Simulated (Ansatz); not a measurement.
# CH₅GaSi: basis-set convergence

How large a basis does CH₅GaSi need? Two functionals are run in growing sets.

Program: Ansatz 0.2.0, Gaussian basis. Level of theory: one geometry, several basis sets. These are calculated values, not measurements.

Plan: PBE0-D4/def2-SVP; ωB97M-V/def2-SVP; PBE0-D4/def2-QZVPP; ωB97M-V/def2-QZVPP; the functionals' def2-TZVPP values are taken from earlier runs.

## 1. Structure used throughout

The geometry comes from an earlier relaxation with PBE0-D4 in a triple-zeta def2 set; it is a stationary point, not always the lowest conformer.

8 atoms, charge 0, spin multiplicity 1.

Atoms are counted from 1 here; the program's logs count them from 0.

Bond lengths: C1–Si2 1.856 Å, C1–Ga3 2.048 Å, C1–H4 1.098 Å, C1–H5 1.099 Å, Si2–H6 1.491 Å, Si2–H7 1.492 Å, Si2–H8 1.492 Å. Angles: Si2–C1–Ga3 115.4°, Si2–C1–H4 109.8°, Si2–C1–H5 109.8°, Ga3–C1–H4 107.2°, Ga3–C1–H5 107.0°, H4–C1–H5 107.3°, C1–Si2–H6 114.7°, C1–Si2–H7 110.2°, C1–Si2–H8 110.2°, H6–Si2–H7 107.2°, H6–Si2–H8 107.2°, H7–Si2–H8 107.1°.

## 2. PBE0-D4 in def2-SVP

File in.yaml:

```yaml
crystal:
  periodic: [false, false, false]
  atoms:
    - {symbol: C, position_ang: [-0.854566, -0.216698, -0.299195]}
    - {symbol: Si, position_ang: [0.825158, 0.395578, 0.199282]}
    - {symbol: Ga, position_ang: [-1.255921, -2.168610, 0.174726]}
    - {symbol: H, position_ang: [-0.980921, -0.114085, -1.385483]}
    - {symbol: H, position_ang: [-1.630767, 0.395775, 0.179481]}
    - {symbol: H, position_ang: [1.091911, 1.823807, -0.135465]}
    - {symbol: H, position_ang: [1.886250, -0.418863, -0.461465]}
    - {symbol: H, position_ang: [1.010956, 0.246094, 1.672220]}
basis:
  gaussian: {orbitals: def2-SVP}
hamiltonian: {xc: pbe0, dispersion: d4}
output: {orbitals: {seedname: orbitals}}
```

Run with:

```console
ansatz run in.yaml --threads 2 --pin off --events-out ev --progress --plain --max-ram 4352MiB
```

Further steps of the session: ωB97M-V in def2-SVP; PBE0-D4 in def2-QZVPP; ωB97M-V in def2-QZVPP.

Q: Predict the results of all the runs planned. Wanted: PBE0-D4: double and triple zeta above quadruple; ωB97M-V: double and triple zeta above quadruple.

As calculated:

| quantity | value |
| --- | --- |
| PBE0-D4: double and triple zeta above quadruple | 12.21, 1.51 eV |
| ωB97M-V: double and triple zeta above quadruple | 12.23, 1.45 eV |

PBE0-D4 gains 10.70 eV from double to triple zeta, then 1.51 eV more. Total energies overstate the basis error of differences, where much of it tends to cancel.
